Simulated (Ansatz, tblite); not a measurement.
**The cluster Al₉+: one state, many levels**

An exercise on one series of results from a longer session: the logs are not shown, and one member is left open.

Computed with Ansatz 0.2.0, Gaussian basis. Level: as each input shows.

The runs, in order: GFN1-xTB, PBE-D4/def2-TZVP, r2SCAN-D4/def2-TZVP, B2PLYP/def2-TZVP, BHLYP-D4/def2-TZVP, BLYP-D4/def2-TZVP, PBE-D4/def2-SVP, PBE0-D4/def2-SVP, CCSD(T)/def2-SVP, MP2/def2-TZVP, RPA/def2-TZVP.

2 further runs of the same task are left out: 2 set aside as unsound or not needed. Runs told in other sessions of the task aren't counted.

## The relaxed structure

The geometry is that of the singlet, from an earlier relaxation (PBE-D4/def2-SVP). At that level it is the lowest of the isomers that a small search found.

9 atoms, charge 1, spin multiplicity 1.

Bond lengths: Al1–Al4 2.771 Å, Al1–Al6 2.497 Å, Al1–Al8 2.541 Å, Al2–Al4 2.716 Å, Al2–Al7 2.503 Å, Al2–Al8 2.533 Å, Al3–Al5 2.772 Å, Al3–Al7 2.508 Å, Al3–Al9 2.546 Å, Al4–Al5 2.501 Å, Al5–Al6 2.712 Å, Al5–Al7 2.719 Å, Al6–Al9 2.506 Å. Angles: Al4–Al1–Al6 65.5°, Al4–Al1–Al8 62.8°, Al6–Al1–Al8 108.3°, Al4–Al2–Al7 73.5°, Al4–Al2–Al8 63.7°, Al7–Al2–Al8 107.3°, Al5–Al3–Al7 61.7°, Al5–Al3–Al9 63.0°, Al7–Al3–Al9 123.6°, Al1–Al4–Al2 107.8°, Al1–Al4–Al5 91.3°, Al2–Al4–Al5 91.9° and more.

The ion is computed in the gas phase, without counter-ions or solvent.

PBE0-D4/def2-TZVP was run before; its log isn't repeated, and its numbers join the tables.

The first run:

Tight binding, by tblite at 300 K electronic temperature and without a spin-polarisation term:

```python
tblite.interface.Calculator('GFN1-xTB', numbers, positions, charge=1, uhf=0).singlepoint()
```

start.molden holds the orbitals of an earlier run on this state, given as this run's starting guess.

in.yaml reads:

```yaml
crystal:
  periodic: [false, false, false]
  atoms:
    - {symbol: Al, position_ang: [-0.712813, 2.690264, 1.021833]}
    - {symbol: Al, position_ang: [-2.618687, -1.175478, -0.021776]}
    - {symbol: Al, position_ang: [1.547846, -2.298728, -0.058701]}
    - {symbol: Al, position_ang: [-0.360022, -0.057606, 0.991271]}
    - {symbol: Al, position_ang: [0.701885, 0.045926, -1.270732]}
    - {symbol: Al, position_ang: [1.599663, 1.951156, 0.438568]}
    - {symbol: Al, position_ang: [-0.696299, -2.284062, -1.179097]}
    - {symbol: Al, position_ang: [-2.356642, 1.322228, -0.349497]}
    - {symbol: Al, position_ang: [2.895079, -0.193689, 0.428131]}
basis:
  gaussian: {orbitals: def2-TZVP, initial_orbitals: start.molden}
total_charge: 1
hamiltonian: {xc: pbe, dispersion: d4}
scf: {omitted_lower_state_checks: [starts]}
output: {orbitals: {seedname: orbitals}}
```

Launch:

```
ansatz run in.yaml --threads 4 --pin off --events-out ev --progress --plain --max-ram 4787MiB
```

Among the steps run: PBE-D4/def2-TZVP; r2SCAN-D4/def2-TZVP; B2PLYP/def2-TZVP; BHLYP-D4/def2-TZVP; BLYP-D4/def2-TZVP; PBE-D4/def2-SVP; PBE0-D4/def2-SVP; CCSD(T)/def2-SVP; MP2/def2-TZVP; RPA/def2-TZVP.

One of the session's tables, all rows but one given; the rest of the session is left out.

```
              level  HOMO (eV)  LUMO (eV)  gap (eV)
    PBE-D4/def2-SVP      -8.59      -7.60      0.99
   PBE-D4/def2-TZVP      -8.42      -7.47      0.96
  BLYP-D4/def2-TZVP      -8.13      -7.21      0.92
r2SCAN-D4/def2-TZVP          ?          ?         ?
   PBE0-D4/def2-SVP      -9.19      -6.99      2.20
  PBE0-D4/def2-TZVP      -9.01      -6.83      2.18
 BHLYP-D4/def2-TZVP      -9.30      -5.94      3.36
```

Q: Estimate the row for r2SCAN-D4/def2-TZVP from the others.

The run gave: HOMO (eV): -8.58; LUMO (eV): -7.47; gap (eV): 1.11. In the column «HOMO (eV)» it lies between PBE-D4/def2-SVP (-8.59) and PBE-D4/def2-TZVP (-8.42).
